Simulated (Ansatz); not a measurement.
# Rb3Be4Si4O14: the cost of one run

Program: Ansatz 0.2.0. Level of theory: DFT PBEsol, plane waves, PAW, scalar-relativistic, no spin polarisation. These are calculated values, not measurements.

**1. Starting point**

The cell holds 25 atoms (Be4O14Rb3Si4): a = 5.304 Å, b = 8.608 Å, c = 9.194 Å, α = 90.00°, β = 90.00°, γ = 90.00°.

Its coordinates follow in the input file.

**2. Run 1**

220 steps of 1 fs under a Nosé-Hoover thermostat at 1500 K.

The input, input.yaml:

```yaml
crystal:
  lattice:
    - [5.303925, 0.0, 0.0]
    - [0.0, 8.607883, 0.0]
    - [0.0, 0.0, 9.194165]
  atoms:
    - { symbol: Rb, position: [0.5, 0.0, 0.440972] }
    - { symbol: Rb, position: [0.0, 0.0, 0.001739] }
    - { symbol: Rb, position: [0.5, 0.5, 0.501739] }
    - { symbol: Be, position: [0.504516, 0.240793, 0.811976] }
    - { symbol: Be, position: [0.995484, 0.740793, 0.311976] }
    - { symbol: Be, position: [0.004516, 0.259207, 0.311976] }
    - { symbol: Be, position: [0.495484, 0.759207, 0.811976] }
    - { symbol: Si, position: [0.996296, 0.803748, 0.641918] }
    - { symbol: Si, position: [0.003704, 0.196252, 0.641918] }
    - { symbol: Si, position: [0.503704, 0.303748, 0.141918] }
    - { symbol: Si, position: [0.496296, 0.696252, 0.141918] }
    - { symbol: O, position: [0.280992, 0.747048, 0.695063] }
    - { symbol: O, position: [0.07368, 0.264531, 0.477801] }
    - { symbol: O, position: [0.278754, 0.746585, 0.263152] }
    - { symbol: O, position: [0.721246, 0.253415, 0.263152] }
    - { symbol: O, position: [0.719008, 0.252952, 0.695063] }
    - { symbol: O, position: [0.0, 0.0, 0.62827] }
    - { symbol: O, position: [0.778754, 0.753415, 0.763152] }
    - { symbol: O, position: [0.92632, 0.735469, 0.477801] }
    - { symbol: O, position: [0.5, 0.5, 0.12827] }
    - { symbol: O, position: [0.57368, 0.235469, 0.977801] }
    - { symbol: O, position: [0.219008, 0.247048, 0.195063] }
    - { symbol: O, position: [0.221246, 0.246585, 0.763152] }
    - { symbol: O, position: [0.42632, 0.764531, 0.977801] }
    - { symbol: O, position: [0.780992, 0.752952, 0.195063] }
total_charge: -1
basis:
  ecutwfc: 420.0
kpoints:
  mp_grid: { grid: [2, 1, 1] }
hamiltonian:
  xc: pbesol
scf:
  occupations: { method: fermi_dirac, width: 0.05 }
  lower_state_search: "off"
md:
  timestep: 1
  n_steps: 220
  ensemble: nvt_nose_hoover
  temperature: 1500.0
  initial_velocities: maxwell_boltzmann
  seed: 233895
  nose_hoover: { tau: 100.0, chain_length: 3 }
```

Launch:

```
> ansatz run input.yaml --threads 1 --pin off --max-ram 3072MiB --backend cpu --events-out ev --progress --plain --runs-dir out
```

**Question.** How long does this run take on 1 thread of Arm Neoverse V2, shared host, and how much memory does it need?

About 10 min, with a peak of 0.64 GiB.
